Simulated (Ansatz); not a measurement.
# C: the cost of one run

Computed with Ansatz 0.2.0 (DFT r2SCAN, scalar-relativistic, plane waves, PAW, unless a step's input says otherwise).

A COD entry behind a cell of this session may itself be a prediction, so a difference from it is no test against experiment.

1 further run of the same task is left out (set aside as unsound or not needed).

## 1. The starting structure

Symmetry: P6_3/mmc, No. 194, hexagonal system. Conventional cell: a = 2.503 Å, b = 2.503 Å, c = 4.169 Å, α = 90.00°, β = 90.00°, γ = 120.00°. Around C (site symmetry 3m) lie 4 C at 1.54 to 1.56 Å.

As a file:

```xyz
4
Lattice="2.5032 0.0000 0.0000 -1.2516 2.1678 0.0000 0.0000 0.0000 4.1689" Properties=species:S:1:pos:R:3 pbc="T T T"
C     0.0000    1.4452    0.2615
C     1.2516    0.7226    2.3460
C     0.0000    1.4452    1.8229
C     1.2516    0.7226    3.9074
```

This cell was relaxed beforehand with the same method: volume 5.66 Å³/atom, gap on the mesh 3.60 eV.

## 2. The undisturbed cell

input.yaml reads:

```yaml
crystal:
  lattice:
    - [2.5031934983, 0.0, 0.0]
    - [-1.2515967491, 2.1678291601, 0.0]
    - [0.0, 0.0, 4.1688841647]
  atoms:
    - { symbol: C, position: [0.3333333333, 0.6666666667, 0.0627335269] }
    - { symbol: C, position: [0.6666666667, 0.3333333333, 0.5627335269] }
    - { symbol: C, position: [0.3333333333, 0.6666666667, 0.4372664731] }
    - { symbol: C, position: [0.6666666667, 0.3333333333, 0.9372664731] }
basis:
  ecutwfc: 500
kpoints:
  mp_grid: { grid: [12, 12, 6] }
hamiltonian:
  xc: r2scan
scf:
  occupations: { method: gaussian, width: 0.05 }
output:
  forces: true
  stress: true
  eigenvalues: true
  write_density: true
  write_potential: true
  elf: true
  volumetric_format: npy
```

Launch:

```sh
ansatz run input.yaml --threads 2 --pin off --max-ram 5120MiB --backend cpu --events-out ev --progress --plain --runs-dir out
```

Q: Estimate wall time and peak memory on 2 threads of Arm Neoverse V1, shared host.

About 1.9 s, with a peak of 0.34 GiB.
